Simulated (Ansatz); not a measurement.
# CH₅SSn radical: how energies converge with the basis set

The task here is to estimate one member of a computed series from the others.

The runs use Ansatz 0.2.0, Gaussian basis; one geometry, several basis sets.

The runs, in order: PBE0-D4/def2-SVP; ωB97M-V/def2-SVP; PBE0-D4/def2-QZVPP; ωB97M-V/def2-QZVPP; the functionals' def2-TZVPP values are taken from earlier runs.

## The geometry

The geometry comes from an earlier relaxation with PBE0-D4 in a triple-zeta def2 set; it is a stationary point, not always the lowest conformer. Sn takes the def2 core potential; no spin-orbit term is included.

SMILES `C[S][SnH2]`, 8 atoms, charge 0, spin multiplicity 2.

Atoms are counted from 1 here; the program's logs count them from 0.

Bond lengths: C1–S2 1.815 Å, C1–H4 1.090 Å, C1–H5 1.090 Å, C1–H6 1.090 Å, S2–Sn3 2.402 Å, Sn3–H7 1.731 Å, Sn3–H8 1.723 Å. Angles: S2–C1–H4 111.2°, S2–C1–H5 111.4°, S2–C1–H6 106.6°, H4–C1–H5 109.9°, H4–C1–H6 108.6°, H5–C1–H6 108.8°, C1–S2–Sn3 100.8°, S2–Sn3–H7 106.1°, S2–Sn3–H8 104.6°, H7–Sn3–H8 110.0°.

The first run:

in.yaml

```yaml
crystal:
  periodic: [false, false, false]
  atoms:
    - {symbol: C, position_ang: [-0.678899, 1.155494, -0.442602]}
    - {symbol: S, position_ang: [-0.981253, -0.130389, 0.801592]}
    - {symbol: Sn, position_ang: [0.670733, -1.758718, 0.178994]}
    - {symbol: H, position_ang: [-0.974033, 0.820151, -1.436370]}
    - {symbol: H, position_ang: [0.366112, 1.464795, -0.450158]}
    - {symbol: H, position_ang: [-1.296840, 2.009761, -0.165405]}
    - {symbol: H, position_ang: [2.127326, -0.872502, -0.120933]}
    - {symbol: H, position_ang: [0.858954, -2.745592, 1.579082]}
basis:
  gaussian: {orbitals: def2-SVP}
magnetization: {spin_polarized: true, initial_magnetization: 1}
hamiltonian: {xc: pbe0, dispersion: d4}
output: {orbitals: {seedname: orbitals}}
```

Started as:

```
$ ansatz run in.yaml --threads 4 --pin off --events-out ev --progress --plain --max-ram 10444MiB
```

Steps of the session up to this table: PBE0-D4 in def2-SVP; ωB97M-V in def2-SVP; PBE0-D4 in def2-QZVPP; ωB97M-V in def2-QZVPP.

One table of the session follows, with a row left open; its other results are not shown here.

It belongs to the step «Density functionals: the series». 

| functional | basis | HOMO (eV) | LUMO (eV) |
| --- | --- | --- | --- |
| PBE0-D4 | def2-SVP | ? | ? |
| PBE0-D4 | def2-TZVPP | -5.88 | -3.17 |
| PBE0-D4 | def2-QZVPP | -5.90 | -3.19 |
| ωB97M-V | def2-SVP | -7.74 | -1.36 |
| ωB97M-V | def2-TZVPP | -7.85 | -1.51 |
| ωB97M-V | def2-QZVPP | -7.87 | -1.55 |

Q: Estimate the row for PBE0-D4, def2-SVP from the others.

The run gave: HOMO (eV): -5.79; LUMO (eV): -3.10. In the column «HOMO (eV)» it is the highest.
